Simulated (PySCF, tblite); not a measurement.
**C₄H₁₃BOSi₂: geometry, infrared bands and NMR shifts**

What infrared bands and NMR shifts should C₄H₁₃BOSi₂ (`B/C=C/C[SiH2]CO[SiH3]`) show?

The runs use tblite 0.8.0 and PySCF 2.14.0, with density-fitted response routines of our own; the level of theory stands in each step. All values are computed, except where a source is named. Atoms are numbered from 0 throughout.

## Step 1: Starting geometry

21 atoms, charge 0, multiplicity 1; geometry from: force field or distance geometry start.

Bonds of the start (Å): B0–C1 1.56, C1–C2 1.35, C2–C3 1.50, C3–Si4 1.88, Si4–C5 1.86, C5–O6 1.41, O6–Si7 1.74, B0–H8 1.19, B0–H9 1.18, C1–H10 1.08, C2–H11 1.10, C3–H12 1.09, C3–H13 1.11, Si4–H14 1.46, Si4–H15 1.46, C5–H16 1.12, C5–H17 1.11, Si7–H18 1.47, Si7–H19 1.47, Si7–H20 1.46.

## Step 2: Relaxing the molecule with GFN2-xTB

What the job is given:

```
{"job": {"kind": "relax", "xc": "GFN2-xTB", "basis": "xTB"}, "charge": 0, "multiplicity": 1}
B     -2.731400     1.430100     1.112900
C     -1.791500     0.584600     0.200700
C     -1.917500    -0.752500     0.108800
C     -1.016300    -1.560200    -0.770900
Si     0.586000    -1.961200     0.136500
C      1.526200    -0.396700     0.517000
O      1.723600     0.326100    -0.676800
Si     2.518200     1.820500    -0.291300
H     -3.603800     0.915100     1.729300
H     -2.592200     2.600700     1.192000
H     -1.004000     1.093000    -0.335900
H     -2.732300    -1.261800     0.636100
H     -0.804600    -1.036900    -1.704700
H     -1.509500    -2.530300    -1.007200
H      0.287900    -2.666400     1.380800
H      1.412000    -2.814100    -0.721200
H      2.505900    -0.692500     0.971200
H      0.924400     0.173800     1.256300
H      2.768600     2.558800    -1.533700
H      1.653000     2.629500     0.581300
H      3.788500     1.557400     0.384300
```

Run with:

```
> OMP_NUM_THREADS=1 python probes_run.py task.json out
```

This one command runs all jobs of the session in turn.

**Question.** This job is followed by: GFN2-xTB harmonic vibrations, gas phase; GIAO PBE0/pcSseg-1 NMR shielding, non-relativistic, gas phase. Predict these results of the whole session: strongest single infrared mode (GFN2-xTB); zero-point energy (GFN2-xTB); ¹³C shifts against TMS (PBE0/pcSseg-1); ¹H shifts against TMS (PBE0/pcSseg-1, means over atoms taken as alike); ¹¹B shifts against BF3·OEt2 (PBE0/pcSseg-1); ²⁹Si shifts against TMS (PBE0/pcSseg-1); ¹⁷O shifts against H2O (PBE0/pcSseg-1).

**Answer**, as computed:

| quantity | value |
| --- | --- |
| strongest single infrared mode (GFN2-xTB) | 2210 cm⁻¹, 393 km/mol |
| zero-point energy (GFN2-xTB) | 94.9 kcal/mol |
| ¹³C shifts against TMS (PBE0/pcSseg-1) | 179.9, 146.9, 53.2, 25.8 ppm |
| ¹H shifts against TMS (PBE0/pcSseg-1, means over atoms taken as alike) | 7.34, 7.33, 6.78, 4.93, 4.22, 3.66, 2.44 ppm |
| ¹¹B shifts against BF3·OEt2 (PBE0/pcSseg-1) | 68.7 ppm |
| ²⁹Si shifts against TMS (PBE0/pcSseg-1) | -32.0, -47.0 ppm |
| ¹⁷O shifts against H2O (PBE0/pcSseg-1) | -16.7 ppm |

In words: Relaxing lowered the energy by 0.504 eV in 129 steps; the close pair that moved most is O6–Si7, from 1.736 to 1.620 Å. All 57 modes are real, so the xTB geometry is a minimum. The strongest single mode, at 2210 cm⁻¹, moves mainly H20. GFN2-xTB is a fitted tight-binding method: band positions and strengths are rough. Its intensities can rank the bands wrongly.
